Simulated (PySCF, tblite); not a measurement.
# C₆H₁₂O₂Si: geometry, infrared bands and NMR shifts

What infrared bands and NMR shifts should C₆H₁₂O₂Si (`CCO[C@@H]1C[C@]1([SiH3])C=O`) show?

The runs use tblite 0.8.0 and PySCF 2.14.0, with density-fitted response routines of our own; the level of theory stands in each step. All values are computed, except where a source is named. Atoms count from 0, in the outputs and in this text.

### 1 The starting structure

21 atoms, charge 0, multiplicity 1; geometry from: force field or distance geometry start.

Bonds of the start (Å): C0–C1 1.53, C1–O2 1.38, O2–C3 1.41, C3–C4 1.51, C4–C5 1.51, C5–Si6 1.85, C5–C7 1.49, C7–O8 1.22, C5–C3 1.49, C0–H9 1.08, C0–H10 1.11, C0–H11 1.13, C1–H12 1.13, C1–H13 1.10, C3–H14 1.11, C4–H15 1.12, C4–H16 1.11, Si6–H17 1.46, Si6–H18 1.47, Si6–H19 1.48, C7–H20 1.10.

### 2 Geometry optimisation with GFN2-xTB

Job settings and geometry (Å):

```
{"job": {"kind": "relax", "xc": "GFN2-xTB", "basis": "xTB"}, "charge": 0, "multiplicity": 1}
C      2.848900    -0.322700     0.453100
C      2.129900     1.023500     0.453000
O      0.989900     0.954300    -0.319500
C      0.111800    -0.019800     0.191100
C     -0.463400    -0.894300    -0.897400
C     -1.336500     0.085000    -0.144900
Si    -2.664200    -0.732700     0.843600
C     -1.777600     1.328100    -0.844200
O     -2.951700     1.575800    -1.052100
H      3.919500    -0.179000     0.526700
H      2.488400    -0.918700     1.320000
H      2.542600    -0.905100    -0.460300
H      1.835200     1.248600     1.525500
H      2.794200     1.791300     0.038300
H      0.464800    -0.553200     1.097600
H     -0.516000    -1.980200    -0.635200
H     -0.285700    -0.619200    -1.961600
H     -2.981900    -0.056700     2.103300
H     -2.290600    -2.132900     1.058800
H     -3.894800    -0.676500     0.027400
H     -0.971800     2.001300    -1.169200
```

The run is started by

```console
> OMP_NUM_THREADS=1 python probes_run.py task.json out
```

This one command runs all jobs of the session in turn.

**Question.** This job is followed by: GFN2-xTB harmonic vibrations, gas phase; GIAO PBE0/pcSseg-1 NMR shielding, non-relativistic, gas phase. Predict these results of the whole session: strongest single infrared mode (GFN2-xTB); zero-point energy (GFN2-xTB); 13C shifts against TMS (PBE0/pcSseg-1); 1H shifts against TMS (PBE0/pcSseg-1, means over atoms taken as alike); 17O shifts against H2O (PBE0/pcSseg-1); 29Si shifts against TMS (PBE0/pcSseg-1).

The runs gave:

```
                                                              quantity                                               value
                             strongest single infrared mode (GFN2-xTB)                               1732 cm⁻¹, 348 km/mol
                                          zero-point energy (GFN2-xTB)                                      101.7 kcal/mol
                                13C shifts against TMS (PBE0/pcSseg-1)             210.5, 71.5, 67.3, 25.8, 22.4, 17.2 ppm
1H shifts against TMS (PBE0/pcSseg-1, means over atoms taken as alike)  9.46, 4.18, 3.82, 3.67, 3.24, 1.59, 1.31, 1.09 ppm
                                17O shifts against H2O (PBE0/pcSseg-1)                                     686.2, 56.9 ppm
                               29Si shifts against TMS (PBE0/pcSseg-1)                                           -65.8 ppm
```

The optimisation took 146 steps and gained 0.708 eV; among the close pairs (by a distance rule), C5–Si6 changed most, from 1.846 to 1.895 Å. No mode is imaginary among the 57: a minimum at this level. The strongest single mode, at 1732 cm⁻¹, moves mainly C7 and O8. Unscaled tight-binding wavenumbers are off by several per cent, some by more. Its intensities can rank the bands wrongly. The most deshielded carbon is C7 (aldehyde carbonyl carbon), at 210.5 ppm: the double bond to the heteroatom, with no lone-pair donor beside it, deshields it most. H20 (hydrogen on an aldehyde carbonyl carbon) lies farthest downfield among hydrogen, at 9.46 ppm; the formyl region, downfield of aromatic protons. At PBE0/pcSseg-1: Shielding is most anisotropic at O8 (span 1271 ppm, paramagnetic term -746 ppm).
